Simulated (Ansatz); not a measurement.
# WS2: the cost of one run

Method: DFT LDA+D3(BJ), scalar-relativistic, plane waves, PAW, in Ansatz 0.2.0.

### 1 The starting structure

Symmetry: P-6m2, No. 187, hexagonal system. The conventional cell has a = 3.184 Å, b = 3.184 Å, c = 16.951 Å, α = 90.00°, β = 90.00°, γ = 120.00°. W (site symmetry -6m2) is surrounded by 6 S at 2.41 Å. Around S (site symmetry 3m) lie 3 W at 2.41 Å.

As a file:

```cif
data_structure
_symmetry_space_group_name_H-M 'P-6m2'
_symmetry_Int_Tables_number 187
_cell_length_a 3.1835
_cell_length_b 3.1835
_cell_length_c 16.9506
_cell_angle_alpha 90.000
_cell_angle_beta 90.000
_cell_angle_gamma 120.000
_cell_volume 148.77
loop_
_atom_site_label
_atom_site_type_symbol
_atom_site_symmetry_multiplicity
_atom_site_Wyckoff_symbol
_atom_site_fract_x
_atom_site_fract_y
_atom_site_fract_z
_atom_site_occupancy
W1 W 1 a 0.00000 0.00000 0.00000 1
S1 S 2 h 0.33333 0.66667 0.90800 1
```

The structure comes from the Materials Project (structure only).

(A quick probe on a coarse mesh, which set the mesh and smearing, is not shown.)

### 3 The relaxation

input.yaml reads:

```yaml
crystal:
  lattice:
    - [3.1835163552, 0.0, 0.0]
    - [-1.5917581776, 2.7570060369, 0.0]
    - [0.0, 0.0, 16.95057789]
  atoms:
    - { symbol: W, position: [0.33333333, 0.66666667, 0.0] }
    - { symbol: S, position: [0.66666667, 0.33333333, 0.90799949] }
    - { symbol: S, position: [0.66666667, 0.33333333, 0.09200051] }
basis:
  ecutwfc: 420
kpoints:
  mp_grid: { grid: [12, 12, 2] }
hamiltonian:
  xc: lda
  pseudopotentials: { kind: paw, azcp: { folder: soft_1 } }
  dispersion: d3bj
scf:
  occupations: { method: gaussian, width: 0.02 }
output:
  forces: true
  stress: true
  eigenvalues: true
relax:
  adjacent_minimum: "off"
  f_tol: 0.005
  max_steps: 80
  cell: { stress_tol: 0.05 }
```

Started as:

```bash
$ ansatz run input.yaml --threads 4 --pin off --max-ram 8192MiB --backend cpu --events-out ev --progress --plain --runs-dir out
```

What time and memory should one allow on 4 threads of Arm Neoverse V1, shared host?

About 13 s, with a peak of 0.44 GiB.
